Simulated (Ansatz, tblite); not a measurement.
**Si35H42 off rod (Si35H42): rung by rung**

One table from this session's results is given with a row withheld; the runs are named, their logs left out.

Method: as each input shows; program: Ansatz 0.2.0, Gaussian basis.

The runs, in order: GFN1-xTB, GFN2-xTB, PBE-D4/def2-TZVP, r2SCAN-D4/def2-TZVP, revPBE-D4/def2-TZVP, PBE-D4/def2-SVP, PBE0-D4/def2-SVP, HF/STO-3G, HF/6-31G, B3LYP-D4/6-31G, MP2/def2-SVP, RPA/def2-SVP.

1 further run of the same task is left out (set aside as unsound or not needed). Runs told in other sessions of the task aren't counted.

### The structure

The geometry is that of the singlet, from an earlier relaxation (r2SCAN-D4/def2-SVP).

77 atoms, charge 0, spin multiplicity 1.

Bond lengths: Si1–Si2 2.368 Å, Si1–Si8 2.349 Å, Si1–H36 1.499 Å, Si1–H37 1.499 Å, Si2–Si10 2.349 Å, Si2–H38 1.499 Å, Si2–H39 1.499 Å, Si3–Si4 2.366 Å, Si3–Si9 2.349 Å, Si3–H40 1.499 Å, Si3–H41 1.499 Å, Si4–Si11 2.349 Å, Si4–H42 1.499 Å, Si4–H43 1.499 Å, Si5–Si6 2.350 Å, Si5–Si22 2.352 Å, Si5–H44 1.499 Å, Si5–H45 1.499 Å and more. Angles: Si2–Si1–Si8 110.4°, Si2–Si1–H36 109.8°, Si2–Si1–H37 109.8°, Si8–Si1–H36 109.4°, Si8–Si1–H37 109.4°, H36–Si1–H37 108.2°, Si1–Si2–Si10 110.6°, Si1–Si2–H38 110.0°, Si1–Si2–H39 110.0°, Si10–Si2–H38 109.2°, Si10–Si2–H39 109.2°, H38–Si2–H39 107.9°, Si4–Si3–Si9 110.3°, Si4–Si3–H40 110.2°, Si4–Si3–H41 110.0°, Si9–Si3–H40 109.4°, Si9–Si3–H41 108.9°, H40–Si3–H41 108.0° and more.

PBE0-D4/def2-TZVP was run before; its log isn't repeated, and its numbers join the tables.

The first run:

Tight binding, by tblite at 300 K electronic temperature and without a spin-polarisation term:

```python
tblite.interface.Calculator('GFN1-xTB', numbers, positions, charge=0, uhf=0).singlepoint()
```

Tight binding, by tblite at 300 K electronic temperature and without a spin-polarisation term:

```python
tblite.interface.Calculator('GFN2-xTB', numbers, positions, charge=0, uhf=0).singlepoint()
```

start.molden holds the orbitals of an earlier run on this state, given as this run's starting guess.

File in.yaml:

```yaml
crystal:
  periodic: [false, false, false]
  atoms:
    - {symbol: Si, position_ang: [-3.255458, -1.880137, -2.968434]}
    - {symbol: Si, position_ang: [-3.248336, -1.874882, -0.600744]}
    - {symbol: Si, position_ang: [0.570687, -4.084575, 0.209851]}
    - {symbol: Si, position_ang: [0.544891, -4.087612, 2.575742]}
    - {symbol: Si, position_ang: [0.545574, -1.903918, -6.979884]}
    - {symbol: Si, position_ang: [-1.342853, -0.771868, -6.159429]}
    - {symbol: Si, position_ang: [0.546125, -1.896091, -2.964741]}
    - {symbol: Si, position_ang: [-1.351547, -0.779249, -3.793559]}
    - {symbol: Si, position_ang: [0.561694, -1.881077, -0.603340]}
    - {symbol: Si, position_ang: [-1.341145, -0.774698, 0.216619]}
    - {symbol: Si, position_ang: [0.560373, -1.886521, 3.396104]}
    - {symbol: Si, position_ang: [-1.344321, -0.778253, 2.579896]}
    - {symbol: Si, position_ang: [0.545017, -1.902479, 5.760937]}
    - {symbol: Si, position_ang: [-1.369068, -0.794850, 6.563688]}
    - {symbol: Si, position_ang: [-1.379314, 1.430510, -6.977390]}
    - {symbol: Si, position_ang: [-1.370098, 1.422069, -2.963001]}
    - {symbol: Si, position_ang: [-1.347692, 1.426767, -0.601788]}
    - {symbol: Si, position_ang: [-3.249903, 2.536597, 0.213505]}
    - {symbol: Si, position_ang: [-1.351310, 1.424926, 3.397906]}
    - {symbol: Si, position_ang: [-3.264932, 2.513180, 2.579299]}
    - {symbol: Si, position_ang: [-1.371564, 1.417065, 5.763035]}
    - {symbol: Si, position_ang: [2.565940, -1.043855, -6.137413]}
    - {symbol: Si, position_ang: [2.468756, -0.825468, -3.789121]}
    - {symbol: Si, position_ang: [2.469348, -0.768242, 0.201050]}
    - {symbol: Si, position_ang: [2.461197, -0.770331, 2.569348]}
    - {symbol: Si, position_ang: [2.447410, -0.795304, 6.587290]}
    - {symbol: Si, position_ang: [0.385352, 2.738288, -6.137768]}
    - {symbol: Si, position_ang: [2.425840, 1.401889, -3.034338]}
    - {symbol: Si, position_ang: [0.517887, 2.552008, -3.788396]}
    - {symbol: Si, position_ang: [2.468260, 1.424148, -0.659345]}
    - {symbol: Si, position_ang: [0.571069, 2.521322, 0.202883]}
    - {symbol: Si, position_ang: [2.474475, 1.425638, 3.413471]}
    - {symbol: Si, position_ang: [0.565689, 2.513093, 2.571405]}
    - {symbol: Si, position_ang: [2.456810, 1.414179, 5.779482]}
    - {symbol: Si, position_ang: [0.539164, 2.510050, 6.589130]}
    - {symbol: H, position_ang: [-3.270819, -3.291645, -3.471734]}
    - {symbol: H, position_ang: [-4.486637, -1.190765, -3.473212]}
    - {symbol: H, position_ang: [-3.263557, -3.282010, -0.085067]}
    - {symbol: H, position_ang: [-4.473795, -1.182501, -0.086186]}
    - {symbol: H, position_ang: [-0.624779, -4.816069, -0.321111]}
    - {symbol: H, position_ang: [1.800171, -4.781249, -0.289296]}
    - {symbol: H, position_ang: [-0.686312, -4.782816, 3.072563]}
    - {symbol: H, position_ang: [1.739561, -4.824979, 3.100024]}
    - {symbol: H, position_ang: [0.468221, -3.337556, -6.550283]}
    - {symbol: H, position_ang: [0.549470, -1.864945, -8.477958]}
    - {symbol: H, position_ang: [-2.572507, -1.481844, -6.649069]}
    - {symbol: H, position_ang: [0.508291, -3.317882, -3.447774]}
    - {symbol: H, position_ang: [-2.574125, -1.488357, 3.068934]}
    - {symbol: H, position_ang: [0.539471, -3.326005, 6.238344]}
    - {symbol: H, position_ang: [-2.605285, -1.508482, 6.109355]}
    - {symbol: H, position_ang: [-1.352849, -0.786245, 8.062821]}
    - {symbol: H, position_ang: [-1.348343, 1.415978, -8.475573]}
    - {symbol: H, position_ang: [-2.655795, 2.083737, -6.541717]}
    - {symbol: H, position_ang: [-2.620585, 2.100121, -3.445366]}
    - {symbol: H, position_ang: [-4.482153, 1.869149, -0.317746]}
    - {symbol: H, position_ang: [-3.237890, 3.950258, -0.284201]}
    - {symbol: H, position_ang: [-4.482595, 1.794252, 3.075796]}
    - {symbol: H, position_ang: [-3.305593, 3.916249, 3.104461]}
    - {symbol: H, position_ang: [-2.606585, 2.123939, 6.242125]}
    - {symbol: H, position_ang: [3.656561, -2.019230, -6.466684]}
    - {symbol: H, position_ang: [2.902105, 0.259723, -6.791359]}
    - {symbol: H, position_ang: [3.685513, -1.479507, -3.200580]}
    - {symbol: H, position_ang: [3.694894, -1.496554, -0.268652]}
    - {symbol: H, position_ang: [3.683114, -1.499026, 3.048793]}
    - {symbol: H, position_ang: [3.689245, -1.509379, 6.148597]}
    - {symbol: H, position_ang: [2.413308, -0.782490, 8.085953]}
    - {symbol: H, position_ang: [1.679242, 2.358039, -6.786018]}
    - {symbol: H, position_ang: [0.104583, 4.171902, -6.475547]}
    - {symbol: H, position_ang: [3.649950, 2.108969, -3.539106]}
    - {symbol: H, position_ang: [0.559478, 3.933806, -3.202499]}
    - {symbol: H, position_ang: [3.706656, 2.138511, -0.200789]}
    - {symbol: H, position_ang: [0.553228, 3.947171, -0.265780]}
    - {symbol: H, position_ang: [3.705636, 2.136975, 2.932316]}
    - {symbol: H, position_ang: [0.545945, 3.935313, 3.052049]}
    - {symbol: H, position_ang: [3.685126, 2.123125, 6.270528]}
    - {symbol: H, position_ang: [0.534388, 2.472525, 8.087717]}
    - {symbol: H, position_ang: [0.541328, 3.943075, 6.152182]}
basis:
  gaussian: {orbitals: def2-TZVP, fitting: {mean_field: def2-universal-jkfit}, initial_orbitals: start.molden}
hamiltonian: {xc: pbe, dispersion: d4}
scf: {omitted_lower_state_checks: [starts]}
output: {orbitals: {seedname: orbitals}}
```

Launch:

```bash
ansatz run in.yaml --threads 11 --pin off --events-out ev --progress --plain --max-ram 174080MiB --backend cuda --devices 0, --max-vram 75GiB
```

Steps of the session up to this table: PBE-D4/def2-TZVP; r2SCAN-D4/def2-TZVP; revPBE-D4/def2-TZVP; PBE-D4/def2-SVP; PBE0-D4/def2-SVP; HF/STO-3G; HF/6-31G; B3LYP-D4/6-31G; MP2/def2-SVP; RPA/def2-SVP.

One of the session's tables, all rows but one given; the rest of the session is left out.

It belongs to the step «Binding energy». 

| level | binding an atom (eV) |
| --- | --- |
| HF/STO-3G | 3.792 |
| HF/6-31G | 2.035 |
| HF/def2-SVP | 2.435 |
| PBE-D4/def2-SVP | 3.370 |
| PBE-D4/def2-TZVP | 3.364 |
| revPBE-D4/def2-TZVP | 3.325 |
| r2SCAN-D4/def2-TZVP | 3.373 |
| B3LYP-D4/6-31G | 3.050 |
| PBE0-D4/def2-SVP | 3.368 |
| PBE0-D4/def2-TZVP | 3.367 |
| MP2/def2-SVP | ? |

**Question.** Estimate the row for MP2/def2-SVP.

The run gave: binding an atom (eV): 3.101. In the column «binding an atom (eV)» it lies between B3LYP-D4/6-31G (3.050) and revPBE-D4/def2-TZVP (3.325).

To keep in mind: Free atoms were run apart at each level; binding is atoms less cluster, divided by the number of atoms, without zero-point or spin-orbit terms.
